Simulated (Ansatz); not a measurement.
**C₃H₆GeO: a ladder of functionals and wavefunction methods**

The task here is to estimate one member of a computed series from the others.

Computed with Ansatz 0.2.0, Gaussian basis. Level: functionals in def2-TZVPP, the program's frozen cores in correlated methods.

The runs, in order: PBE-D4, r2SCAN-D4, PBE0-D4, B3LYP-D4, ωB97X-V, ωB97M-V, B2PLYP; CCSD(T)/def2-TZVPP; MP2/def2-QZVPP; extrapolation to the limit.

## The relaxed structure

An earlier PBE0-D4 in a triple-zeta def2 set relaxation fixed the geometry.

SMILES `CC#[C][GeH2][OH]`, 11 atoms, charge 0, spin multiplicity 1.

Atoms are counted from 1 here; the program's logs count them from 0.

Bond lengths: C1–C2 1.448 Å, C1–H6 1.093 Å, C1–H7 1.093 Å, C1–H8 1.093 Å, C2–C3 1.209 Å, C3–Ge4 1.894 Å, Ge4–O5 1.780 Å, Ge4–H9 1.530 Å, Ge4–H10 1.538 Å, O5–H11 0.960 Å. Angles: C2–C1–H6 110.7°, C2–C1–H7 110.9°, C2–C1–H8 110.9°, H6–C1–H7 108.0°, H6–C1–H8 108.1°, H7–C1–H8 108.2°, C1–C2–C3 179.7°, C2–C3–Ge4 179.3°, C3–Ge4–O5 109.3°, C3–Ge4–H9 111.4°, C3–Ge4–H10 108.9°, O5–Ge4–H9 104.8°, O5–Ge4–H10 110.1°, H9–Ge4–H10 112.3°, Ge4–O5–H11 112.0°.

The first run:

in.yaml

```yaml
crystal:
  periodic: [false, false, false]
  atoms:
    - {symbol: C, position_ang: [-1.434872, -0.441138, 2.004535]}
    - {symbol: C, position_ang: [-0.491506, -0.189428, 0.935386]}
    - {symbol: C, position_ang: [0.298129, 0.015392, 0.043552]}
    - {symbol: Ge, position_ang: [1.521615, 0.352671, -1.362345]}
    - {symbol: O, position_ang: [0.710474, 0.089218, -2.924444]}
    - {symbol: H, position_ang: [-0.976817, -0.247303, 2.977523]}
    - {symbol: H, position_ang: [-2.312086, 0.203519, 1.909899]}
    - {symbol: H, position_ang: [-1.772463, -1.480230, 1.989492]}
    - {symbol: H, position_ang: [2.678178, -0.648938, -1.349042]}
    - {symbol: H, position_ang: [2.009919, 1.807902, -1.259119]}
    - {symbol: H, position_ang: [-0.165273, 0.481435, -2.944837]}
basis:
  gaussian: {orbitals: def2-TZVPP}
hamiltonian: {xc: pbe, dispersion: d4}
output: {forces: true, orbitals: {seedname: orbitals}}
```

Run with:

```bash
ansatz run in.yaml --threads 4 --pin off --events-out ev --progress --plain --max-ram 10444MiB
```

Steps of the session up to this table: PBE-D4 (GGA); r2SCAN-D4 (meta-GGA); PBE0-D4 (hybrid); B3LYP-D4 (hybrid); ωB97X-V (range-separated); ωB97M-V (range-separated); B2PLYP (double hybrid); CCSD(T) in def2-TZVPP; MP2 in def2-QZVPP.

One table of the session follows, with a row left open; its other results are not shown here.

| method | atomisation energy (kJ/mol) |
| --- | --- |
| PBE-D4 | 4333.3 |
| r2SCAN-D4 | 4256.3 |
| PBE0-D4 | 4248.0 |
| B3LYP-D4 | 4232.0 |
| ωB97X-V | 4248.1 |
| ωB97M-V | 4242.4 |
| B2PLYP | 4212.0 |
| HF/def2-TZVPP | 3067.6 |
| MP2/def2-TZVPP | 4247.0 |
| CCSD/def2-TZVPP | 4088.7 |
| CCSD(T)/def2-TZVPP | ? |
| MP2/CBS | 4342.2 |
| CCSD(T)/CBS | 4255.6 |

Estimate the missing values for CCSD(T)/def2-TZVPP.

**Answer.** atomisation energy (kJ/mol): 4160.3. In the column «atomisation energy (kJ/mol)» it lies between CCSD/def2-TZVPP (4088.7) and B2PLYP (4212.0).
